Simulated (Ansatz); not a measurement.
# Rh: a strain scan

This session takes Rh and sets out to see how energy and stress answer to the strain pattern (1, 0, 0, 0, 0, 0).

Method: DFT PBEsol, scalar-relativistic, plane waves, PAW, in Ansatz 0.2.0.

## Step 1: The system as given

Symmetry: P6_3/mmc, No. 194, hexagonal system. The conventional cell has a = 2.731 Å, b = 2.731 Å, c = 4.428 Å, α = 90.00°, β = 90.00°, γ = 120.00°. Rh (site symmetry -6m2) has 12 Rh at 2.72 to 2.73 Å as nearest neighbours.

Structure file:

```
Rh
1.0
     2.73098    0.00000    0.00000
    -1.36549    2.36510    0.00000
     0.00000    0.00000    4.42849
Rh
2
Direct
  0.66667 0.33333 0.75000
  0.33333 0.66667 0.25000
```

It goes back to an entry of the Materials Project, which need not be the stable form.

No relaxation comes first: the listed cell is the starting point.

## Step 2: Zero of energy

Reference values: F = -12677.3612 eV; pressure -13.68 GPa; largest force 0.000 eV/Å; gap on the mesh none (metal). It was computed beforehand with the settings of the runs below.

## Step 3: Setting up a strain scan

The cell is strained by ε times the Voigt pattern (1, 0, 0, 0, 0, 0) (xx, yy, zz, yz, xz, xy; engineering shear), with fractional coordinates fixed (clamped ions). The stress on the pattern is the sum of the stress components weighted by it, tension positive.

## Step 4: Point ε = -0.1000

Contents of input.yaml:

```yaml
crystal:
  lattice:
    - [2.457881138, 0.0, 0.0]
    - [-1.228940569, 2.3650972278, 0.0]
    - [0.0, 0.0, 4.428489]
  atoms:
    - { symbol: Rh, position: [0.6666666667, 0.3333333333, 0.75] }
    - { symbol: Rh, position: [0.3333333333, 0.6666666667, 0.25] }
basis:
  ecutwfc: 420
kpoints:
  mp_grid: { grid: [18, 18, 12] }
hamiltonian:
  xc: pbesol
scf:
  occupations: { method: gaussian, width: 0.15 }
output:
  forces: true
  stress: true
  eigenvalues: true
```

Run with:

```sh
$ ansatz run input.yaml --threads 1 --pin off --max-ram 2560MiB --backend cpu --events-out ev --progress --plain --runs-dir out
```

Standard output, shortened:

```text
Warning: RAYON_NUM_THREADS=1 ignored (pool sized by the plan → 1); use --threads N
[...]
Pseudopotentials: kind: paw
Pseudopotential: Rh, paw, valence charge 17, recommended cutoff 420 eV (normal), Rh.paw.azcp
Functional definition: PBEsol
[...]
Crystal: 2 atoms, lattice volume = 25.743 Å³
Basis set: ecut = 420 eV, 505 PW (Γ), exchange–correlation on 36×36×60 points (8 copies of the dense FFT grid, shifted against one another)
Bands: 21, of which v1, the nominal top of the filled ones, is band 17 counted from 1 (16 counted from 0)
Symmetry: 8 space group operations
Space group: Cmcm (ITA 63), of the structure as read, at distance tolerance 3.0e-5 Å
k-points: 637 of 3888
[...]
SCF iter   1: F=—  HF=-12677.086602 eV  |F-HF|=—  |Δ(HF+E_count)|=         —  Δρ=1.30e-2  dr2=2.53e-2  ethr=1.77e-3  ⟨swp⟩=4.8  Hψ=51198  notcnv=0
[...]
SCF iter   6: F=-12677.081120 eV  HF=-12677.081120 eV  |F-HF|=7.15e-10  |Δ(HF+E_count)|=   7.75e-9  Δρ=3.65e-6  dr2=1.26e-9  ethr=8.29e-11  ⟨swp⟩=2.1  Hψ=45966  notcnv=0
[...]
SCF converged after 6 iterations
Free energy (F): -12677.081120 eV
[...]
E sigma→0 (E₀):  -12677.064338 eV
Entropy (-TS):   -0.033564 eV (-16.782 meV/atom)
Fermi energy:    24.255245 eV
[...]
--- Forces (eV/Å), atoms counted from 1 ---
  atom   1  Rh     0.00000000    -0.28348198     0.00000000
  atom   2  Rh     0.00000000     0.28348198     0.00000000
[...]
--- Stress (GPa, compression-positive) ---
       55.761968       0.000000       0.000000
        0.000000       3.744894       0.000000
        0.000000       0.000000       5.191199
  P = ⅓ Tr σ = 21.5660 GPa (215.660 kbar)
--- Band table (eV; the first three rows and the last of 637) ---
  k-point 0: bands = ["-54.7978", "-54.6732", "-23.0331", "-22.3062", "-22.2091", "-22.2067", "-22.1983", "-22.1025", "15.6715", "17.4474", "19.9446", "20.1538", "20.6686", "21.9639", "22.3247", "22.3612", "22.9006", "24.2672", "24.3062", "24.7542", "32.7292"]
[...]
```

It took 16 s on 1 thread of Intel Xeon Platinum 8259CL at 2.50GHz (Skylake/Cascade Lake), shared host; peak memory 0.59 GiB.

## Step 5: ε = 0.0750

Changes to input.yaml since step 4:

```diff
@@ -2,4 +2,4 @@
   lattice:
-    - [2.457881138, 0.0, 0.0]
-    - [-1.228940569, 2.3650972278, 0.0]
+    - [2.9358024704, 0.0, 0.0]
+    - [-1.4679012352, 2.3650972278, 0.0]
     - [0.0, 0.0, 4.428489]
```

Run with:

```sh
$ ansatz run input.yaml --threads 1 --pin off --max-ram 2560MiB --backend cpu --events-out ev --progress --plain --runs-dir out
```

Standard output, shortened:

```text
Warning: RAYON_NUM_THREADS=1 ignored (pool sized by the plan → 1); use --threads N
[...]
[... 3 set-up lines as earlier in the session ...]
[...]
Crystal: 2 atoms, lattice volume = 30.749 Å³
Basis set: ecut = 420 eV, 605 PW (Γ), exchange–correlation on 40×40×60 points (8 copies of the dense FFT grid, shifted against one another)
Bands: 21, of which v1, the nominal top of the filled ones, is band 17 counted from 1 (16 counted from 0)
[... 1 set-up line as earlier in the session ...]
Space group: Cmcm (ITA 63), of the structure as read, at distance tolerance 3.1e-5 Å
k-points: 637 of 3888
[...]
SCF iter   1: F=—  HF=-12677.049582 eV  |F-HF|=—  |Δ(HF+E_count)|=         —  Δρ=1.28e-2  dr2=3.79e-2  ethr=1.77e-3  ⟨swp⟩=4.6  Hψ=49991  notcnv=0
[...]
SCF iter   6: F=-12677.040440 eV  HF=-12677.040440 eV  |F-HF|=4.51e-10  |Δ(HF+E_count)|=  5.78e-10  Δρ=3.65e-6  dr2=1.56e-9  ethr=1.88e-10  ⟨swp⟩=2.0  Hψ=48530  notcnv=0
[...]
SCF converged after 6 iterations
Free energy (F): -12677.040440 eV
[...]
E sigma→0 (E₀):  -12677.017523 eV
Entropy (-TS):   -0.045833 eV (-22.917 meV/atom)
Fermi energy:    19.291567 eV
[...]
--- Forces (eV/Å), atoms counted from 1 ---
  atom   1  Rh    -0.00000000     0.10781837     0.00000000
  atom   2  Rh     0.00000000    -0.10781837    -0.00000000
[...]
--- Stress (GPa, compression-positive) ---
      -31.567178       0.000000      -0.000000
        0.000000     -21.124052      -0.000000
       -0.000000      -0.000000     -23.959426
  P = ⅓ Tr σ = -25.5502 GPa (-255.502 kbar)
--- Band table (eV; the first three rows and the last of 637) ---
  k-point 0: bands = ["-59.2780", "-59.1946", "-27.4601", "-26.9672", "-26.9571", "-26.9037", "-26.8750", "-26.8699", "11.9597", "13.9326", "16.2425", "16.7944", "16.8689", "17.2378", "17.4104", "17.5529", "17.6690", "19.3118", "19.4913", "20.3879", "27.2848"]
[...]
```

Run time: 18 s. Hardware: 1 thread of Intel Xeon Platinum 8259CL at 2.50GHz (Skylake/Cascade Lake), shared host; peak memory 0.62 GiB.

## Step 6: Point ε = -0.0500

Changes to input.yaml since step 5:

```diff
@@ -2,4 +2,4 @@
   lattice:
-    - [2.9358024704, 0.0, 0.0]
-    - [-1.4679012352, 2.3650972278, 0.0]
+    - [2.5944300901, 0.0, 0.0]
+    - [-1.2972150451, 2.3650972278, 0.0]
     - [0.0, 0.0, 4.428489]
```

Run with:

```sh
$ ansatz run input.yaml --threads 1 --pin off --max-ram 2560MiB --backend cpu --events-out ev --progress --plain --runs-dir out
```

Standard output, shortened:

```text
[...]
SCF converged after 6 iterations
Free energy (F): -12677.372513 eV
[...]
E sigma→0 (E₀):  -12677.354691 eV
Entropy (-TS):   -0.035645 eV (-17.823 meV/atom)
Fermi energy:    22.660189 eV
[...]
--- Forces (eV/Å), atoms counted from 1 ---
  atom   1  Rh     0.00000000    -0.11127797     0.00000000
  atom   2  Rh    -0.00000000     0.11127797    -0.00000000
[...]
--- Stress (GPa, compression-positive) ---
       12.887091       0.000000      -0.000000
        0.000000      -6.046916      -0.000000
       -0.000000      -0.000000      -6.470612
  P = ⅓ Tr σ = 0.1232 GPa (1.232 kbar)
--- Band table (eV; the first three rows and the last of 637) ---
  k-point 0: bands = ["-56.2439", "-56.1333", "-24.4629", "-23.8177", "-23.7863", "-23.7283", "-23.7228", "-23.6907", "14.4452", "16.3139", "19.1333", "19.2422", "19.6773", "20.0254", "20.4705", "20.8174", "21.0368", "22.7431", "22.9396", "23.0214", "30.9598"]
[...]
```

Run time: 18 s. Hardware: 1 thread of Intel Xeon Platinum 8259CL at 2.50GHz (Skylake/Cascade Lake), shared host; peak memory 0.59 GiB.

## Step 7: Point ε = 0.0250

Changes to input.yaml since step 6:

```diff
@@ -2,4 +2,4 @@
   lattice:
-    - [2.5944300901, 0.0, 0.0]
-    - [-1.2972150451, 2.3650972278, 0.0]
+    - [2.7992535183, 0.0, 0.0]
+    - [-1.3996267591, 2.3650972278, 0.0]
     - [0.0, 0.0, 4.428489]
```

Run with:

```sh
$ ansatz run input.yaml --threads 1 --pin off --max-ram 2560MiB --backend cpu --events-out ev --progress --plain --runs-dir out
```

Standard output, shortened:

```text
Warning: RAYON_NUM_THREADS=1 ignored (pool sized by the plan → 1); use --threads N
[...]
[... 3 set-up lines as earlier in the session ...]
[...]
Crystal: 2 atoms, lattice volume = 29.319 Å³
Basis set: ecut = 420 eV, 577 PW (Γ), exchange–correlation on 40×40×60 points (8 copies of the dense FFT grid, shifted against one another)
Bands: 21, of which v1, the nominal top of the filled ones, is band 17 counted from 1 (16 counted from 0)
[... 2 set-up lines as earlier in the session ...]
k-points: 637 of 3888
[...]
SCF iter   1: F=—  HF=-12677.291349 eV  |F-HF|=—  |Δ(HF+E_count)|=         —  Δρ=1.29e-2  dr2=3.50e-2  ethr=1.77e-3  ⟨swp⟩=4.6  Hψ=50139  notcnv=0
[...]
SCF iter   6: F=-12677.283113 eV  HF=-12677.283113 eV  |F-HF|=2.73e-10  |Δ(HF+E_count)|=   1.73e-8  Δρ=3.08e-6  dr2=9.99e-10  ethr=1.84e-10  ⟨swp⟩=2.0  Hψ=49026  notcnv=0
the search or the solves at the SCF's close seem to have found levels that the self-consistency loop had missed (the run counts 1). By its estimate they hold under 1e-12 electrons; where the run keeps them, the occupations were computed again with them
[...]
SCF converged after 6 iterations
Free energy (F): -12677.283113 eV
[...]
E sigma→0 (E₀):  -12677.263166 eV
Entropy (-TS):   -0.039895 eV (-19.948 meV/atom)
Fermi energy:    20.547963 eV
[...]
--- Forces (eV/Å), atoms counted from 1 ---
  atom   1  Rh     0.00000000     0.04015738     0.00000000
  atom   2  Rh    -0.00000000    -0.04015738     0.00000000
[...]
--- Stress (GPa, compression-positive) ---
      -21.482900       0.000000       0.000000
        0.000000     -16.053409      -0.000000
        0.000000      -0.000000     -18.166352
  P = ⅓ Tr σ = -18.5676 GPa (-185.676 kbar)
--- Band table (eV; the first three rows and the last of 637) ---
[... band rows left out ...]
[...]
```

It took 34 s on 1 thread of Intel Xeon Platinum 8259CL at 2.50GHz (Skylake/Cascade Lake), shared host; peak memory 0.62 GiB.

## Step 8: Point ε = 0.1000

Changes to input.yaml since step 7:

```diff
@@ -2,4 +2,4 @@
   lattice:
-    - [2.7992535183, 0.0, 0.0]
-    - [-1.3996267591, 2.3650972278, 0.0]
+    - [3.0040769465, 0.0, 0.0]
+    - [-1.5020384732, 2.3650972278, 0.0]
     - [0.0, 0.0, 4.428489]
```

Run with:

```sh
$ ansatz run input.yaml --threads 1 --pin off --max-ram 2560MiB --backend cpu --events-out ev --progress --plain --runs-dir out
```

Standard output, shortened:

```text
[...]
SCF converged after 6 iterations
Free energy (F): -12676.893489 eV
[...]
E sigma→0 (E₀):  -12676.868737 eV
Entropy (-TS):   -0.049502 eV (-24.751 meV/atom)
Fermi energy:    18.701049 eV
[...]
--- Forces (eV/Å), atoms counted from 1 ---
  atom   1  Rh     0.00000000     0.14022416     0.00000000
  atom   2  Rh    -0.00000000    -0.14022416    -0.00000000
[...]
--- Stress (GPa, compression-positive) ---
      -34.060214       0.000000      -0.000000
        0.000000     -23.407306      -0.000000
       -0.000000      -0.000000     -26.594010
  P = ⅓ Tr σ = -28.0205 GPa (-280.205 kbar)
--- Band table (eV; the first three rows and the last of 637) ---
  k-point 0: bands = ["-59.8005", "-59.7215", "-27.9805", "-27.5091", "-27.4846", "-27.4525", "-27.4171", "-27.4001", "11.5397", "13.5197", "15.6284", "16.1993", "16.4340", "16.8213", "16.8818", "16.9740", "17.2885", "18.7027", "18.9214", "19.9392", "26.6586"]
[...]
```

Wall time 22 s (1 thread of Intel Xeon Platinum 8259CL at 2.50GHz (Skylake/Cascade Lake), shared host); peak memory 0.63 GiB.

## Step 9: ε = -0.0750

Changes to input.yaml since step 8:

```diff
@@ -2,4 +2,4 @@
   lattice:
-    - [3.0040769465, 0.0, 0.0]
-    - [-1.5020384732, 2.3650972278, 0.0]
+    - [2.5261556141, 0.0, 0.0]
+    - [-1.263077807, 2.3650972278, 0.0]
     - [0.0, 0.0, 4.428489]
```

Run with:

```sh
$ ansatz run input.yaml --threads 1 --pin off --max-ram 2560MiB --backend cpu --events-out ev --progress --plain --runs-dir out
```

Standard output, shortened:

```text
[...]
SCF converged after 6 iterations
Free energy (F): -12677.274477 eV
[...]
E sigma→0 (E₀):  -12677.257122 eV
Entropy (-TS):   -0.034710 eV (-17.355 meV/atom)
Fermi energy:    23.435741 eV
[...]
--- Forces (eV/Å), atoms counted from 1 ---
  atom   1  Rh    -0.00000000    -0.18908593     0.00000000
  atom   2  Rh     0.00000000     0.18908593     0.00000000
[...]
--- Stress (GPa, compression-positive) ---
       31.806636      -0.000000       0.000000
       -0.000000      -1.654473       0.000000
        0.000000       0.000000      -1.107067
  P = ⅓ Tr σ = 9.6817 GPa (96.817 kbar)
--- Band table (eV; the first three rows and the last of 637) ---
  k-point 0: bands = ["-55.5390", "-55.4217", "-23.7668", "-23.0828", "-23.0198", "-22.9880", "-22.9869", "-22.9239", "15.0382", "16.8659", "19.5351", "19.7162", "20.1439", "20.9581", "21.3796", "21.5552", "21.9332", "23.4874", "23.6440", "23.8151", "31.8209"]
[...]
```

Run time: 19 s. Hardware: 1 thread of Intel Xeon Platinum 8259CL at 2.50GHz (Skylake/Cascade Lake), shared host; peak memory 0.59 GiB.

## Step 10: ε = 0.0500

Changes to input.yaml since step 9:

```diff
@@ -2,4 +2,4 @@
   lattice:
-    - [2.5261556141, 0.0, 0.0]
-    - [-1.263077807, 2.3650972278, 0.0]
+    - [2.8675279943, 0.0, 0.0]
+    - [-1.4337639972, 2.3650972278, 0.0]
     - [0.0, 0.0, 4.428489]
```

Run with:

```sh
$ ansatz run input.yaml --threads 1 --pin off --max-ram 2560MiB --backend cpu --events-out ev --progress --plain --runs-dir out
```

Standard output, shortened:

```text
Warning: RAYON_NUM_THREADS=1 ignored (pool sized by the plan → 1); use --threads N
[...]
[... 3 set-up lines as earlier in the session ...]
[...]
Crystal: 2 atoms, lattice volume = 30.034 Å³
Basis set: ecut = 420 eV, 597 PW (Γ), exchange–correlation on 40×40×60 points (8 copies of the dense FFT grid, shifted against one another)
Bands: 21, of which v1, the nominal top of the filled ones, is band 17 counted from 1 (16 counted from 0)
[... 2 set-up lines as earlier in the session ...]
k-points: 637 of 3888
[...]
SCF iter   1: F=—  HF=-12677.181705 eV  |F-HF|=—  |Δ(HF+E_count)|=         —  Δρ=1.29e-2  dr2=3.67e-2  ethr=1.77e-3  ⟨swp⟩=4.6  Hψ=50119  notcnv=0
[...]
SCF iter   6: F=-12677.172958 eV  HF=-12677.172958 eV  |F-HF|=5.20e-10  |Δ(HF+E_count)|=   1.12e-8  Δρ=3.51e-6  dr2=1.60e-9  ethr=1.84e-10  ⟨swp⟩=2.0  Hψ=49683  notcnv=0
[...]
SCF converged after 6 iterations
Free energy (F): -12677.172958 eV
[...]
E sigma→0 (E₀):  -12677.151753 eV
Entropy (-TS):   -0.042411 eV (-21.205 meV/atom)
Fermi energy:    19.906448 eV
[...]
--- Forces (eV/Å), atoms counted from 1 ---
  atom   1  Rh    -0.00000000     0.07497722     0.00000000
  atom   2  Rh     0.00000000    -0.07497722     0.00000000
[...]
--- Stress (GPa, compression-positive) ---
      -27.515472      -0.000000       0.000000
       -0.000000     -18.703809       0.000000
        0.000000       0.000000     -21.154948
  P = ⅓ Tr σ = -22.4581 GPa (-224.581 kbar)
--- Band table (eV; the first three rows and the last of 637) ---
  k-point 0: bands = ["-58.7305", "-58.6425", "-26.9168", "-26.3995", "-26.3988", "-26.3299", "-26.3092", "-26.3070", "12.4024", "14.3643", "16.8982", "17.3181", "17.4302", "17.6011", "18.0388", "18.0540", "18.1542", "19.9539", "20.0853", "20.8597", "27.9437"]
[...]
```

Wall time 18 s (1 thread of Intel Xeon Platinum 8259CL at 2.50GHz (Skylake/Cascade Lake), shared host); peak memory 0.62 GiB.

## Step 11: At ε = -0.0250

Changes to input.yaml since step 10:

```diff
@@ -2,4 +2,4 @@
   lattice:
-    - [2.8675279943, 0.0, 0.0]
-    - [-1.4337639972, 2.3650972278, 0.0]
+    - [2.6627045662, 0.0, 0.0]
+    - [-1.3313522831, 2.3650972278, 0.0]
     - [0.0, 0.0, 4.428489]
```

Run with:

```sh
$ ansatz run input.yaml --threads 1 --pin off --max-ram 2560MiB --backend cpu --events-out ev --progress --plain --runs-dir out
```

Standard output, shortened:

```text
[...]
SCF converged after 6 iterations
Free energy (F): -12677.395735 eV
[...]
E sigma→0 (E₀):  -12677.377328 eV
Entropy (-TS):   -0.036813 eV (-18.407 meV/atom)
Fermi energy:    21.922552 eV
[...]
--- Forces (eV/Å), atoms counted from 1 ---
  atom   1  Rh    -0.00000000    -0.04930878     0.00000000
  atom   2  Rh     0.00000000     0.04930878     0.00000000
[...]
--- Stress (GPa, compression-positive) ---
       -1.844574       0.000000      -0.000000
        0.000000      -9.782528      -0.000000
       -0.000000      -0.000000     -11.003602
  P = ⅓ Tr σ = -7.5436 GPa (-75.436 kbar)
--- Band table (eV; the first three rows and the last of 637) ---
  k-point 0: bands = ["-56.9141", "-56.8098", "-25.1239", "-24.5144", "-24.5035", "-24.4304", "-24.4203", "-24.4088", "13.8883", "15.7895", "18.7387", "18.7505", "19.1586", "19.2495", "19.6265", "20.1097", "20.2044", "22.0324", "22.1209", "22.4346", "30.1437"]
[...]
```

Wall time 16 s (1 thread of Intel Xeon Platinum 8259CL at 2.50GHz (Skylake/Cascade Lake), shared host); peak memory 0.6 GiB.

## Step 12: Point ε = 0.0875

Changes to input.yaml since step 11:

```diff
@@ -2,4 +2,4 @@
   lattice:
-    - [2.6627045662, 0.0, 0.0]
-    - [-1.3313522831, 2.3650972278, 0.0]
+    - [2.9699397084, 0.0, 0.0]
+    - [-1.4849698542, 2.3650972278, 0.0]
     - [0.0, 0.0, 4.428489]
@@ -20 +20,5 @@
   eigenvalues: true
+  write_density: true
+  write_potential: true
+  elf: true
+  volumetric_format: npy
```

Run with:

```sh
$ ansatz run input.yaml --threads 1 --pin off --max-ram 2560MiB --backend cpu --events-out ev --progress --plain --runs-dir out
```

Standard output, shortened:

```text
Warning: RAYON_NUM_THREADS=1 ignored (pool sized by the plan → 1); use --threads N
[...]
[... 3 set-up lines as earlier in the session ...]
[...]
Crystal: 2 atoms, lattice volume = 31.107 Å³
Basis set: ecut = 420 eV, 605 PW (Γ), exchange–correlation on 40×40×60 points (8 copies of the dense FFT grid, shifted against one another)
Bands: 21, of which v1, the nominal top of the filled ones, is band 17 counted from 1 (16 counted from 0)
[... 2 set-up lines as earlier in the session ...]
k-points: 637 of 3888
[...]
SCF iter   1: F=—  HF=-12676.977710 eV  |F-HF|=—  |Δ(HF+E_count)|=         —  Δρ=1.28e-2  dr2=3.86e-2  ethr=1.77e-3  ⟨swp⟩=4.6  Hψ=49945  notcnv=0
[...]
SCF iter   6: F=-12676.968348 eV  HF=-12676.968348 eV  |F-HF|=4.31e-10  |Δ(HF+E_count)|=   9.49e-9  Δρ=3.90e-6  dr2=1.64e-9  ethr=1.93e-10  ⟨swp⟩=5.0  Hψ=80173  notcnv=0
[...]
SCF converged after 6 iterations
Free energy (F): -12676.968348 eV
[...]
E sigma→0 (E₀):  -12676.944501 eV
Entropy (-TS):   -0.047694 eV (-23.847 meV/atom)
Fermi energy:    18.993314 eV
[...]
--- Forces (eV/Å), atoms counted from 1 ---
  atom   1  Rh     0.00000000     0.12405833     0.00000000
  atom   2  Rh     0.00000000    -0.12405833     0.00000000
[...]
--- Stress (GPa, compression-positive) ---
      -32.978928       0.000000       0.000000
        0.000000     -22.279879       0.000000
        0.000000       0.000000     -25.301315
  P = ⅓ Tr σ = -26.8534 GPa (-268.534 kbar)
--- Band table (eV; the first three rows and the last of 637) ---
  k-point 0: bands = ["-59.5422", "-59.4611", "-27.7231", "-27.2412", "-27.2245", "-27.1812", "-27.1491", "-27.1385", "11.7470", "13.7239", "15.9306", "16.4921", "16.6497", "17.0589", "17.1112", "17.2607", "17.4783", "19.0033", "19.2034", "20.1608", "26.9677"]
[...]
```

It took 27 s on 1 thread of Intel Xeon Platinum 8259CL at 2.50GHz (Skylake/Cascade Lake), shared host; peak memory 0.61 GiB.

Axes a, b and c in the maps are those of this run's conventional cell (a, b, c = 2.970, 4.730, 4.428 Å).

Density in a lattice plane of the grid's cell (edges 4.73 and 4.43 Å, at 0.000 of the third edge), which holds Rh.

Ten even steps from ' ' (0.13 e/Å³) to '@' (14.28 e/Å³):
```
                                                
                            ..::--::..          
                          ::==******==::        
                        ..--**%%@@%%**--..      
                        ..--**%%@@%%**--..      
                          ::==******==::        
                            ..::--::..          
                                                
                                                
                                                
            ..::--::..                          
          ::==******==::                        
        ..--**%%@@%%**--..                      
        ..--**%%@@%%**--..                      
          ::==******==::                        
            ..::--::..                          
                                                
                                                
```
Columns run along the first of these edges and rows up along the second, over one cell in 24 and 18 even steps from the bottom left corner. Atoms in the plane (fractional): Rh at (0.67, 0.75), Rh at (0.33, 0.25).

ELF in the same plane.

Values, 12 rows by 12 columns:
```
0.20 0.21 0.23 0.24 0.24 0.25 0.26 0.43 0.53 0.42 0.21 0.18
0.22 0.23 0.24 0.24 0.25 0.22 0.39 0.69 0.75 0.69 0.38 0.20
0.24 0.24 0.24 0.23 0.24 0.21 0.47 0.75 0.78 0.75 0.49 0.21
0.22 0.23 0.24 0.24 0.25 0.22 0.39 0.69 0.75 0.70 0.38 0.20
0.20 0.21 0.23 0.24 0.24 0.25 0.26 0.43 0.53 0.42 0.21 0.18
0.19 0.19 0.20 0.20 0.21 0.23 0.29 0.23 0.21 0.20 0.20 0.19
0.20 0.18 0.21 0.42 0.53 0.43 0.26 0.25 0.24 0.24 0.23 0.21
0.22 0.20 0.38 0.70 0.75 0.69 0.39 0.22 0.25 0.24 0.24 0.23
0.24 0.21 0.49 0.75 0.78 0.75 0.47 0.21 0.24 0.23 0.24 0.24
0.22 0.20 0.38 0.69 0.75 0.69 0.39 0.22 0.25 0.24 0.24 0.23
0.20 0.18 0.21 0.42 0.53 0.43 0.26 0.25 0.24 0.24 0.23 0.21
0.19 0.19 0.20 0.20 0.21 0.23 0.29 0.23 0.21 0.20 0.20 0.19
```
Columns run along the first of these edges and rows up along the second, over one cell in 12 and 12 even steps from the bottom left corner. Atoms in the plane (fractional): Rh at (0.67, 0.75), Rh at (0.33, 0.25).

Both are smooth fields of the valence electrons: close to the nuclei they are not physical.

## Step 13: The scan collected

The scan, with free energies counted from the undisturbed cell:

```csv
ε,ΔE (meV/atom),stress on the pattern (GPa),pressure (GPa)
-0.1000,140.1,-55.76,21.6
-0.0750,43.4,-31.81,9.7
-0.0500,-5.6,-12.89,0.1
-0.0250,-17.3,1.84,-7.5
0.0000,0.0,13.09,-13.7
0.0250,39.1,21.48,-18.6
0.0500,94.1,27.52,-22.5
0.0750,160.4,31.57,-25.6
0.0875,196.4,32.98,-26.9
0.1000,233.9,34.06,-28.0
```

## Step 14: Outcome

```
                                  quantity    value
slope of the stress at ε = 0, over ±0.0250  393 GPa
```

In words: The slope of the stress at zero strain, 393 GPa, estimates C11 with clamped ions in this Cartesian frame; letting the atoms relax could not make it stiffer. The reference stands under -13.7 GPa, so this is no zero-stress constant. The energy drops below the reference, by 17.3 meV/atom at ε = -0.0250; the cell was taken as given and not relaxed at this level.
